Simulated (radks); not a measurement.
**Sb¹⁷⁺ in [Ar] 3d9 4s2 4p4 5p1: an all-electron calculation**

Aim: the levels, the sizes of the orbitals and the parts of the energy of the antimony ion Sb17+.

Method: scalar-relativistic Kohn-Sham, r2SCAN, spin-polarised, spherical densities, finite nucleus; open shells are filled with parallel spins first. Code: radks (a radial shooting solver on a logarithmic mesh, Libxc functionals) version 1.

## 1. What is computed

| Property | Result |
| --- | --- |
| element | antimony (Z = 51) |
| charge | +17 |
| electrons | 34 |
| configuration | [Ar] 3d9 4s2 4p4 5p1 |
| nuclear rms radius | 4.6802 fm |

Outer shells as boxes (Hund's rule):

Sb¹⁷⁺
```
[Ar] core
3d [↑↓][↑↓][↑↓][↑↓][↑ ]
4s [↑↓]
4p [↑↓][↑ ][↑ ]
5p [↑ ][  ][  ]
```

## 2. The run

The run's settings:

```text
Z 51
configuration [Ar] 3d9 4s2 4p4 5p1
relativity scalar-relativistic
functional r2scan,r2scan
spin polarised
nucleus finite rms 4.6802 fm
c 137.035999084
```

What does the calculation give?

The runs gave:

| quantity | value |
| --- | --- |
| total energy | -6343.37490 hartree |
| exchange-correlation share of it | 2.41 % |
| −T/E | 1.0470 |
| highest occupied level | 5p up, -261.66 eV |
| most extended occupied level | 5p up, <r> = 1.34 bohr |
| radius at density 0.001 e/bohr³ | 2.30 bohr |
| maxima of the radial density | 3 |

What this shows: 5 principal shells are occupied and 3 maxima appear in the radial density; where shells overlap, one shows as a shoulder or not at all. −T/E is 1.047: with relativity the kinetic term as defined here no longer equals −E. This is not the tabulated ground configuration, so its levels and sizes aren't those of the ground state, and no measured value stands beside it.
